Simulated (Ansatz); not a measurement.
**C₂H₇NSi: how energies converge with the basis set**

One table from this session's results is given with a row withheld; the runs are named, their logs left out.

Method: one geometry, several basis sets; program: Ansatz 0.2.0, Gaussian basis.

The runs, in order: PBE0-D4/def2-SVP; ωB97M-V/def2-SVP; PBE0-D4/def2-QZVPP; ωB97M-V/def2-QZVPP; the functionals' def2-TZVPP values are taken from earlier runs.

## The relaxed structure

The geometry comes from an earlier relaxation with PBE0-D4 in a triple-zeta def2 set; it is a stationary point, not always the lowest conformer.

SMILES `N=CC[SiH3]`, 11 atoms, charge 0, spin multiplicity 1.

Atoms are counted from 1 here; the program's logs count them from 0.

Bond lengths: N1–C2 1.264 Å, N1–H5 1.023 Å, C2–C3 1.491 Å, C2–H6 1.095 Å, C3–Si4 1.891 Å, C3–H7 1.095 Å, C3–H8 1.094 Å, Si4–H9 1.487 Å, Si4–H10 1.485 Å, Si4–H11 1.486 Å. Angles: C2–N1–H5 110.9°, N1–C2–C3 128.1°, N1–C2–H6 116.6°, C3–C2–H6 115.2°, C2–C3–Si4 111.3°, C2–C3–H7 110.4°, C2–C3–H8 111.0°, Si4–C3–H7 107.3°, Si4–C3–H8 108.5°, H7–C3–H8 108.2°, C3–Si4–H9 109.6°, C3–Si4–H10 109.6°, C3–Si4–H11 109.8°, H9–Si4–H10 109.4°, H9–Si4–H11 109.1°, H10–Si4–H11 109.2°.

The first run:

Contents of in.yaml:

```yaml
crystal:
  periodic: [false, false, false]
  atoms:
    - {symbol: N, position_ang: [-1.637103, 1.511046, 0.466091]}
    - {symbol: C, position_ang: [-0.594671, 0.890549, 0.822096]}
    - {symbol: C, position_ang: [-0.197841, -0.508304, 0.490798]}
    - {symbol: Si, position_ang: [1.100305, -0.546029, -0.883762]}
    - {symbol: H, position_ang: [-2.246129, 0.909475, -0.093403]}
    - {symbol: H, position_ang: [0.128290, 1.450749, 1.424898]}
    - {symbol: H, position_ang: [0.241152, -0.998179, 1.366331]}
    - {symbol: H, position_ang: [-1.062611, -1.096049, 0.167873]}
    - {symbol: H, position_ang: [1.550841, -1.945186, -1.105508]}
    - {symbol: H, position_ang: [0.513973, -0.010805, -2.138816]}
    - {symbol: H, position_ang: [2.269094, 0.285834, -0.495998]}
basis:
  gaussian: {orbitals: def2-SVP}
hamiltonian: {xc: pbe0, dispersion: d4}
output: {orbitals: {seedname: orbitals}}
```

Run with:

```console
ansatz run in.yaml --threads 2 --pin off --events-out ev --progress --plain --max-ram 4352MiB
```

Steps of the session up to this table: PBE0-D4 in def2-SVP; ωB97M-V in def2-SVP; PBE0-D4 in def2-QZVPP; ωB97M-V in def2-QZVPP.

One table of the session follows, with a row left open; its other results are not shown here.

```
functional       basis  HOMO (eV)  LUMO (eV)
   PBE0-D4    def2-SVP          ?          ?
   PBE0-D4  def2-TZVPP      -7.58      -0.29
   PBE0-D4  def2-QZVPP      -7.62      -0.37
   ωB97M-V    def2-SVP      -9.74       2.22
   ωB97M-V  def2-TZVPP      -9.97       1.84
   ωB97M-V  def2-QZVPP     -10.00       1.46
```

**Question.** Estimate the row for PBE0-D4, def2-SVP.

As computed: HOMO (eV): -7.37; LUMO (eV): -0.03. In the column «HOMO (eV)» it is the highest.
